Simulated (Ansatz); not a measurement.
# C2HClF2Sn: a ladder of functionals and wavefunction methods

One table from this session's results is given with a row withheld; the runs are named, their logs left out.

Program: Ansatz 0.2.0, Gaussian basis. Level of theory: functionals in def2-TZVPP, the program's frozen cores in correlated methods. These are calculated values, not measurements.

Levels to be run: LDA (SPW92), PBE-D4, revPBE-D4, BLYP-D4, r2SCAN-D4, B97M-V, PBE0-D4, B3LYP-D4, r2SCANh-D4, r2SCAN0-D4, HSE06-D4, BHLYP-D4, CAM-B3LYP-D4, LC-ωPBE, ωB97X-V, ωB97M-V, B2PLYP, PBE-QIDH; CCSD(T)/def2-SVP; CCSD(T)/def2-TZVPP; MP2/def2-QZVPP; extrapolation to the limit; RPA on PBE.

**The geometry**

An earlier PBE0-D4 in a triple-zeta def2 set relaxation fixed the geometry. Sn takes the def2 core potential; no spin-orbit term is included.

SMILES `C#[C][Sn]([F])([F])[Cl]`, 7 atoms, charge 0, spin multiplicity 1.

Atoms are counted from 1 here; the program's logs count them from 0.

Bond lengths: C1–C2 1.203 Å, C1–H7 1.067 Å, C2–Sn3 2.038 Å, Sn3–F4 1.891 Å, Sn3–F5 1.891 Å, Sn3–Cl6 2.277 Å. Angles: C2–C1–H7 179.8°, C1–C2–Sn3 179.1°, C2–Sn3–F4 110.7°, C2–Sn3–F5 110.7°, C2–Sn3–Cl6 115.3°, F4–Sn3–F5 104.4°, F4–Sn3–Cl6 107.5°, F5–Sn3–Cl6 107.5°.

Set-up of the first run:

The input, in.yaml:

```yaml
crystal:
  periodic: [false, false, false]
  atoms:
    - {symbol: C, position_ang: [1.391114, -1.547462, 0.750055]}
    - {symbol: C, position_ang: [0.637241, -0.716987, 0.314258]}
    - {symbol: Sn, position_ang: [-0.641329, 0.702095, -0.396369]}
    - {symbol: F, position_ang: [-2.150574, -0.101871, -1.204247]}
    - {symbol: F, position_ang: [0.166464, 1.691368, -1.791240]}
    - {symbol: Cl, position_ang: [-1.401719, 2.190516, 1.149430]}
    - {symbol: H, position_ang: [2.060004, -2.285760, 1.132413]}
basis:
  gaussian: {orbitals: def2-TZVPP}
hamiltonian: {xc: lda}
output: {orbitals: {seedname: orbitals}}
```

Started as:

```sh
> ansatz run in.yaml --threads 4 --pin off --events-out ev --progress --plain --max-ram 10444MiB
```

Steps of the session up to this table: LDA; PBE-D4 (GGA); revPBE-D4 (GGA); BLYP-D4 (GGA); r2SCAN-D4 (meta-GGA); B97M-V (meta-GGA); PBE0-D4 (hybrid); B3LYP-D4 (hybrid); r2SCANh-D4 (hybrid); r2SCAN0-D4 (hybrid); HSE06-D4 (hybrid); BHLYP-D4 (hybrid); CAM-B3LYP-D4 (range-separated); LC-ωPBE (range-separated); ωB97X-V (range-separated); ωB97M-V (range-separated); B2PLYP (double hybrid); PBE-QIDH (double hybrid).

One table of the session follows, with a row left open; its other results are not shown here.

It belongs to the step «Frontier levels by functional». 

| functional | HOMO (eV) | LUMO (eV) | gap (eV) |
| --- | --- | --- | --- |
| LDA (SPW92) | -8.41 | -3.54 | 4.88 |
| PBE-D4 | ? | ? | ? |
| revPBE-D4 | -8.11 | -3.04 | 5.07 |
| BLYP-D4 | -8.00 | -3.14 | 4.86 |
| r2SCAN-D4 | -8.47 | -2.93 | 5.54 |
| B97M-V | -8.41 | -2.87 | 5.54 |
| PBE0-D4 | -9.48 | -2.16 | 7.32 |
| B3LYP-D4 | -9.20 | -2.51 | 6.69 |
| r2SCANh-D4 | -8.95 | -2.56 | 6.39 |
| r2SCAN0-D4 | -9.67 | -2.01 | 7.66 |
| HSE06-D4 | -9.07 | -2.53 | 6.54 |
| BHLYP-D4 | -10.57 | -1.12 | 9.45 |
| CAM-B3LYP-D4 | -10.86 | -1.11 | 9.74 |
| LC-ωPBE | -12.34 | 0.27 | 12.61 |
| ωB97X-V | -11.89 | 0.12 | 12.02 |
| ωB97M-V | -11.76 | -0.01 | 11.75 |

**Question.** Estimate the row for PBE-D4.

The run gave: HOMO (eV): -8.18; LUMO (eV): -3.17; gap (eV): 5.01. In the column «HOMO (eV)» it lies between B97M-V (-8.41) and revPBE-D4 (-8.11).
